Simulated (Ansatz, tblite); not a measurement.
# SnH3(NHEt) (C2H9NSn): rung by rung, part 2 of 2

How do method and basis change the picture of SnH3(NHEt) (C2H9NSn) (singlet)?

Ansatz 0.2.0, Gaussian basis; as each input shows.

## Step 16: LC-ωPBE(0.30)/def2-TZVP

The input, in.yaml:

```yaml
crystal:
  periodic: [false, false, false]
  atoms:
    - {symbol: Sn, position_ang: [0.513689, 1.639608, 1.139355]}
    - {symbol: H, position_ang: [0.328612, 1.996928, 2.818821]}
    - {symbol: H, position_ang: [2.199310, 1.380166, 0.778277]}
    - {symbol: H, position_ang: [-0.105595, 2.895515, 0.127744]}
    - {symbol: N, position_ang: [-0.748929, 0.033492, 0.794502]}
    - {symbol: C, position_ang: [-0.882536, -0.512073, -0.551595]}
    - {symbol: C, position_ang: [0.310530, -1.312699, -1.086979]}
    - {symbol: H, position_ang: [-0.595394, -0.716559, 1.481122]}
    - {symbol: H, position_ang: [-1.792116, -1.158243, -0.581730]}
    - {symbol: H, position_ang: [-1.103150, 0.329568, -1.246429]}
    - {symbol: H, position_ang: [1.226424, -0.686688, -1.143601]}
    - {symbol: H, position_ang: [0.110677, -1.713066, -2.103421]}
    - {symbol: H, position_ang: [0.538468, -2.175960, -0.426066]}
basis:
  gaussian: {orbitals: def2-TZVP, initial_orbitals: start.molden}
hamiltonian: {xc: {name: LC-wPBE, parameters: {omega: 0.3/bohr}}}
scf: {omitted_lower_state_checks: [starts]}
output: {orbitals: {seedname: orbitals}}
```

On the command line:

```bash
> ansatz run in.yaml --threads 4 --pin off --events-out ev --progress --plain --max-ram 3916MiB
```

The program printed, cut to the lines that bear on the results:

```text
Functional definition: LC-wPBE
  name "LC-wPBE"
  cite "Vydrov & Scuseria, J. Chem. Phys. 125, 234109 (2006) doi:10.1063/1.2409292"
  cite "Heyd & Scuseria, J. Chem. Phys. 120, 7274 (2004) doi:10.1063/1.1668634"
  cite "Ernzerhof & Perdew, J. Chem. Phys. 109, 3313 (1998) doi:10.1063/1.476928"
  cite "Perdew, Burke & Ernzerhof, Phys. Rev. Lett. 77, 3865 (1996) doi:10.1103/PhysRevLett.77.3865"
  parent pbe
[...]
  with omega = 0.3/bohr from the input
[...]
1299 factors; their error is unknown
384 factors; integrals over basis functions are off by at most 8.7e-6 eV
[...]
mean field -9540.98278324 eV, -350.6246501738 hartree, gradient 1.2e-5 eV, S^2 0.000000; 0 other end points of the search recorded, 0 dependent functions left out
reference -9540.98278326 eV, -350.6246501744 hartree; 25, 25 occupied and 172, 172 virtual orbitals, 1299 factors
Total energy: -9540.98278326 eV, -350.6246501744 hartree
Checks for a lower state left out: starts
```

Wall time 1.7 s (4 threads of Arm Neoverse V2, shared host).

Report: HOMO -8.60 eV, LUMO 1.64 eV.

## Step 17: PBE-D4/def2-SVP

in.yaml, as its differences from that of step 16:

```diff
@@ -17,4 +17,4 @@
 basis:
-  gaussian: {orbitals: def2-TZVP, initial_orbitals: start.molden}
-hamiltonian: {xc: {name: LC-wPBE, parameters: {omega: 0.3/bohr}}}
+  gaussian: {orbitals: def2-SVP, initial_orbitals: start.molden}
+hamiltonian: {xc: pbe, dispersion: d4}
 scf: {omitted_lower_state_checks: [starts]}
```

The command is unchanged.

The program printed:

```text
Functional definition: PBE
  name "PBE"
  cite "Perdew, Burke & Ernzerhof, Phys. Rev. Lett. 77, 3865 (1996) doi:10.1103/PhysRevLett.77.3865"
  parent pbe
  parameter kappa = 0.804
  parameter beta = 0.06672455060314922
  exchange = pbe_x(kappa = kappa, mu = beta*pi^2/3)
  correlation = pbe_c(beta = beta)
these checks for a lower state are left out or cut short: starts
1301 factors; their error is unknown
mean field evaluation 1: about -9533.0125 eV, gradient 2.6e1 eV
mean field evaluation 2: about -9533.3139 eV, gradient 4.5e-1 eV
mean field evaluation 4: about -9533.2672 eV, gradient 2.9e-1 eV
mean field evaluation 8: about -9533.2674 eV, gradient 1.1e-5 eV
mean field -9533.26738165 eV, -350.3411143949 hartree, gradient 1.1e-5 eV, S^2 0.000000; 0 other end points of the search recorded, 0 dependent functions left out
reference -9533.26742481 eV, -350.3411159811 hartree; 25, 25 occupied and 88, 88 virtual orbitals, 1301 factors
Total energy: -9533.52180700 eV, -350.3504643541 hartree
Checks for a lower state left out: starts
```

It took 0.9 s on 4 threads of Arm Neoverse V2, shared host.

Report: HOMO -4.96 eV, LUMO -0.60 eV.

## Step 18: PBE0-D4/def2-SVP

in.yaml, as its differences from that of step 17:

```diff
@@ -18,3 +18,3 @@
   gaussian: {orbitals: def2-SVP, initial_orbitals: start.molden}
-hamiltonian: {xc: pbe, dispersion: d4}
+hamiltonian: {xc: pbe0, dispersion: d4}
 scf: {omitted_lower_state_checks: [starts]}
```

Same command.

The program printed:

```text
Functional definition: PBE0
  name "PBE0"
  cite "Adamo & Barone, J. Chem. Phys. 110, 6158 (1999) doi:10.1063/1.478522"
  cite "Perdew, Burke & Ernzerhof, Phys. Rev. Lett. 77, 3865 (1996) doi:10.1103/PhysRevLett.77.3865"
  parent pbe
  parameter a = 0.25
  parameter kappa = 0.804
  parameter beta = 0.06672455060314922
  exchange = (1 - a)*pbe_x(kappa = kappa, mu = beta*pi^2/3) + a*exact_x
  correlation = pbe_c(beta = beta)
these checks for a lower state are left out or cut short: starts
1364 factors; their error is unknown
mean field evaluation 1: about -9533.9782 eV, gradient 2.6e1 eV
mean field evaluation 2: about -9534.1864 eV, gradient 3.1e-1 eV
mean field evaluation 4: about -9534.2423 eV, gradient 6.8e-4 eV
mean field -9534.24226184 eV, -350.3769405811 hartree, gradient 8.1e-6 eV, S^2 0.000000; 0 other end points of the search recorded, 0 dependent functions left out
reference -9534.24229476 eV, -350.3769417909 hartree; 25, 25 occupied and 88, 88 virtual orbitals, 1364 factors
Total energy: -9534.45797765 eV, -350.3848679909 hartree
Checks for a lower state left out: starts
```

Wall time 0.95 s (4 threads of Arm Neoverse V2, shared host).

Report: HOMO -6.34 eV, LUMO 0.24 eV.

## Step 19: CCSD(T)/def2-TZVP

in.yaml, as its differences from that of step 18:

```diff
@@ -17,4 +17,4 @@
 basis:
-  gaussian: {orbitals: def2-SVP, initial_orbitals: start.molden}
-hamiltonian: {xc: pbe0, dispersion: d4}
+  gaussian: {orbitals: def2-TZVP, initial_orbitals: start.molden}
+correlation: {method: ccsd_t}
 scf: {omitted_lower_state_checks: [starts]}
```

Launched as before.

The program printed, cut to the lines that bear on the results:

```text
Functional definition: HF
  name "HF"
  cite "Fock, Z. Phys. 61, 126 (1930) doi:10.1007/BF01340294"
  parent pbe
[...]
1523 factors; integrals over basis functions are off by at most 1.4e-3 eV
[...]
mean field -9491.06882195 eV, -348.7903459293 hartree, gradient 3.5e-6 eV, S^2 0.000000; 0 other end points of the search recorded, 0 dependent functions left out
7 core orbitals not correlated: weight in the atoms' cores, before any rotation towards them, 1.000 or more for the frozen orbitals, at most 0.000 for the correlated occupied ones
reference -9491.06882195 eV, -348.7903459293 hartree; 18, 18 occupied and 172, 172 virtual orbitals, 1523 factors
second order -24.00700784 eV of doubles, -0.00000000 eV of singles
cycle   1  -24.38872415 eV  change   -3.8e-1 eV  update   1.1e-1
[...]
cycle  10  -25.16359880 eV  change    1.4e-5 eV  update   1.8e-5
perturbative correction -0.87562568 eV, -0.0321786503 hartree
Total energy: -9517.10804643 eV, -349.7472697788 hartree
Checks for a lower state left out: starts
```

It took 67 s on 4 threads of Arm Neoverse V2, shared host; peak memory 2.9 GiB.

From the report: Hartree-Fock HOMO -9.79 eV, LUMO 2.36 eV; T1 0.013.

## Step 20: RPA/def2-TZVP

in.yaml, as its differences from that of step 19:

```diff
@@ -18,4 +18,4 @@
   gaussian: {orbitals: def2-TZVP, initial_orbitals: start.molden}
-correlation: {method: ccsd_t}
+hamiltonian: {xc: pbe}
+correlation: {method: rpa}
 scf: {omitted_lower_state_checks: [starts]}
-output: {orbitals: {seedname: orbitals}}
```

Same command.

The program printed:

```text
Functional definition: PBE
  name "PBE"
  cite "Perdew, Burke & Ernzerhof, Phys. Rev. Lett. 77, 3865 (1996) doi:10.1103/PhysRevLett.77.3865"
  parent pbe
  parameter kappa = 0.804
  parameter beta = 0.06672455060314922
  exchange = pbe_x(kappa = kappa, mu = beta*pi^2/3)
  correlation = pbe_c(beta = beta)
these checks for a lower state are left out or cut short: starts
1523 factors; integrals over basis functions are off by at most 1.4e-3 eV
mean field evaluation 1: about -9537.6279 eV, gradient 8.4e0 eV
mean field evaluation 2: about -9537.7377 eV, gradient 1.1e-1 eV
mean field evaluation 4: about -9537.7302 eV, gradient 1.4e-4 eV
mean field -9537.73019657 eV, -350.5051198181 hartree, gradient 3.9e-6 eV, S^2 0.000000; 0 other end points of the search recorded, 0 dependent functions left out
7 core orbitals not correlated: weight in the atoms' cores, before any rotation towards them, 1.000 or more for the frozen orbitals, at most 0.000 for the correlated occupied ones
reference -9489.58470614 eV, -348.7358056791 hartree; 18, 18 occupied and 172, 172 virtual orbitals, 1523 factors
Total energy: -9528.02367233 eV, -350.1484116317 hartree
Checks for a lower state left out: starts
```

Wall time 3.5 s (4 threads of Arm Neoverse V2, shared host).

## Step 21: Comparison

```
                  level  functions  HOMO (eV)  LUMO (eV)  gap (eV)    time
        PBE-D4/def2-SVP        113      -4.96      -0.60      4.36   0.9 s
       PBE-D4/def2-TZVP        197      -5.18      -0.93      4.24   1.4 s
    r2SCAN-D4/def2-TZVP        197      -5.43      -0.57      4.86   3.1 s
     B3LYP-D4/def2-TZVP        197      -6.28      -0.39      5.89   1.8 s
       PBE0-D4/def2-SVP        113      -6.34       0.24      6.59  0.95 s
      PBE0-D4/def2-TZVP        197      -6.50      -0.13      6.37   1.9 s
   r2SCAN0-D4/def2-TZVP        197      -6.68       0.11      6.79     3 s
     HSE06-D4/def2-TZVP        197      -6.10      -0.49      5.61     2 s
     BHLYP-D4/def2-TZVP        197      -7.76       0.57      8.34   1.9 s
      LC-ωPBE/def2-TZVP        197      -9.21       1.82     11.03   1.8 s
LC-ωPBE(0.10)/def2-TZVP        197      -6.64       0.42      7.05     2 s
LC-ωPBE(0.15)/def2-TZVP        197      -7.25       0.90      8.14   1.6 s
LC-ωPBE(0.20)/def2-TZVP        197      -7.77       1.24      9.01   1.6 s
LC-ωPBE(0.30)/def2-TZVP        197      -8.60       1.64     10.24   1.7 s
```

The pieces so far (eV):

```
    basis          HF  MP2 correlation  CCSD correlation      (T)       total
def2-TZVP  -9491.0688         -24.0070          -25.1636  -0.8756  -9517.1080
```

## Step 22: Binding energy

Free atoms were run apart at each level; binding is atoms less cluster, divided by the number of atoms, without zero-point or spin-orbit terms.

Differences are taken before rounding.

```
              method  binding an atom (eV)  from CCSD(T)/def2-TZVP (eV)    time
        HF/def2-TZVP                 2.437                       -0.835        
     PBE-D4/def2-SVP                 3.453                       +0.181   0.9 s
    PBE-D4/def2-TZVP                 3.442                       +0.170   1.4 s
 r2SCAN-D4/def2-TZVP                 3.388                       +0.116   3.1 s
  B3LYP-D4/def2-TZVP                 3.407                       +0.134   1.8 s
    PBE0-D4/def2-SVP                 3.407                       +0.134  0.95 s
   PBE0-D4/def2-TZVP                 3.394                       +0.121   1.9 s
r2SCAN0-D4/def2-TZVP                 3.349                       +0.076     3 s
  HSE06-D4/def2-TZVP                 3.395                       +0.123     2 s
  BHLYP-D4/def2-TZVP                 3.322                       +0.050   1.9 s
   LC-ωPBE/def2-TZVP                 3.380                       +0.107   1.8 s
       MP2/def2-TZVP                 3.255                       -0.018        
      CCSD/def2-TZVP                 3.231                       -0.042        
   CCSD(T)/def2-TZVP                 3.273                            0    67 s
```

Among the levels timed on like hardware and quicker than the yardstick, those that no quicker one beats, quickest first: PBE-D4/def2-SVP (0.9 s, +0.181 eV); PBE0-D4/def2-SVP (0.95 s, +0.134 eV); B3LYP-D4/def2-TZVP (1.8 s, +0.134 eV); LC-ωPBE/def2-TZVP (1.8 s, +0.107 eV); BHLYP-D4/def2-TZVP (1.9 s, +0.050 eV).

## Step 23: Summary of results

This closing draws on all 2 parts.

| quantity | value |
| --- | --- |
| gap in def2-TZVP, named functionals, smallest and largest | 4.24 eV (PBE-D4), 11.03 eV (LC-ωPBE) |
| gap over the ω (1/bohr) | 7.05 eV at 0.1, 11.03 eV at 0.4 |
| correlation energy, CCSD(T)/def2-TZVP | -26.04 eV |
| binding an atom, CCSD(T)/def2-TZVP | 3.273 eV |
| PBE0 total energy, smallest basis above largest | 4.33 eV (def2-SVP, def2-TZVP) |

What this shows: Orbital gaps of the named functionals in def2-TZVP span 4.24 eV (PBE-D4) to 11.03 eV (LC-ωPBE); exact exchange widens it. Raising the ω (1/bohr) from 0.1 to 0.4 moves the HOMO by -2.57 eV and the LUMO by +1.41 eV. The functionals in def2-TZVP miss CCSD(T)/def2-TZVP by +0.050 (BHLYP-D4) to +0.170 eV (PBE-D4) an atom. The reference is CCSD(T) in one finite basis, so it carries an error of its own, often a tenth of an eV or more, and near misses can't be ranked.

BHLYP-D4/def2-TZVP reaches 0.050 eV from the reference in 1.9 s, where CCSD(T)/def2-TZVP took 67 s; the quickest level in the cost chart, PBE-D4/def2-SVP, takes 0.9 s and misses by 0.181 eV. The slowest run with a step of its own, CCSD(T)/def2-TZVP, took 67 s; the quickest functional in def2-TZVP took 1.4 s (shared host).
